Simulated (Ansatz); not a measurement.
This script for Ansatz's Python interface starts 3 runs on Pt, space group P6_3/mmc. What input does the engine get in each?

The script, `pt_lattice.py`:
```python
import warnings

import ansatz as az
import numpy as np
from pymatgen.core import Lattice, Structure
from pymatgen.io.ase import AseAtomsAdaptor

def edges_and_angles(cell):
    cell = np.asarray(cell)
    a, b, c = np.linalg.norm(cell, axis=1)
    cosines = cell[1] @ cell[2] / (b * c), cell[0] @ cell[2] / (a * c), cell[0] @ cell[1] / (a * b)
    return (a, b, c, *np.degrees(np.arccos(cosines)))


def main() -> None:
    warnings.simplefilter("ignore", az.DeckWarning)

    pmg_structure = Structure(
        Lattice([(2.760666, 0.0, 0.0), (-1.380333, 2.390807, 0.0), (0.0, 0.0, 4.792134)]),
        ["Pt", "Pt"],
        [
            (2 / 3, 1 / 3, 0.75),
            (1 / 3, 2 / 3, 0.25),
        ],
    )
    system = az.Crystal.from_ase(AseAtomsAdaptor.get_atoms(pmg_structure))

    model = (
        system.calculation()
        .occupations(az.OccupationsMethod.FERMI_DIRAC, width=0.1)
        .kpoints(11, 11, 6, center="gamma")
        .relax(cell=True, force_tolerance=0.01)
    )

    levels = [("lda", "none"), ("pbesol", "d3bj"), ("blyp", "d3bj")]
    print("level            a       b       c    alpha   beta  gamma  V/atom  steps")
    for name, dispersion in levels:
        seen = []
        run = model.functional(name, dispersion=dispersion).session().plan()
        result = run.execute(on_event=lambda e: seen.append(e) if e["event"] == "relax_step" else None)
        cell = result.lattice.cell_ang
        label = name if dispersion == "none" else f"{name}+{dispersion}"
        print("{:13s} {:7.4f} {:7.4f} {:7.4f} {:6.2f} {:6.2f} {:6.2f}".format(label, *edges_and_angles(cell)), f"{abs(np.linalg.det(cell)) / len(result.lattice.sites):7.3f} {len(seen):5d}")


if __name__ == "__main__":
    main()
```

Run 1:
```yaml
crystal:
  lattice:
    - [2.760666, 0.0, 0.0]
    - [-1.380333, 2.390807, 0.0]
    - [0.0, 0.0, 4.792134]
  atoms:
    - { symbol: Pt, position: [0.6666666666666666, 0.3333333333333333, 0.75] }
    - { symbol: Pt, position: [0.3333333333333333, 0.6666666666666666, 0.25] }
kpoints:
  mp_grid:
    grid: [11, 11, 6]
    shift: [0.0, 0.0, 0.0]
hamiltonian:
  xc: lda
  dispersion: none
scf:
  occupations:
    method: fermi_dirac
    width: 0.1
relax:
  f_tol: 0.01
  cell: {}
```

Run 2, against run 1:
```diff
-  xc: lda
-  dispersion: none
+  xc: pbesol
+  dispersion: d3bj
```

Run 3, against run 1:
```diff
-  xc: lda
-  dispersion: none
+  xc: blyp
+  dispersion: d3bj
```

```console
$ python pt_lattice.py
level            a       b       c    alpha   beta  gamma  V/atom  steps
lda            2.7194  2.7194  4.6434  90.00  90.00 120.00  14.869     7
pbesol+d3bj    2.7140  2.7140  4.6185  90.00  90.00 120.00  14.731     7
blyp+d3bj      2.7545  2.7545  4.7168  90.00  90.00 120.00  15.496     6
```

From smallest to largest: PBEsol+D3BJ (14.73 Å³ an atom, -6.9 % against the start), LDA (14.87 Å³ an atom, -6.0 % against the start) and BLYP+D3BJ (15.50 Å³ an atom, -2.0 % against the start). The spread is 5.2 % in volume.

Notes:
- Forces vanish by symmetry, so the ions can't move, and the end may be a saddle.
- BLYP and dispersion corrections can be off by several per cent in the lattices of metals, and by several GPa in the pressure at a fixed cell.
- For a metal this k-point mesh is coarse: on a finer one energies can move by several to tens of meV an atom and pressures by half a GPa or more, differences at one mesh by less.
- Spin-orbit coupling, which matters for elements this heavy, is left out.
- This isn't the structure that Pt takes at ambient conditions.
- Run time: 34 s on 1 thread of Intel(R) Xeon(R) Processor @ 2.30GHz (shared host), peak memory 0.6 GiB.
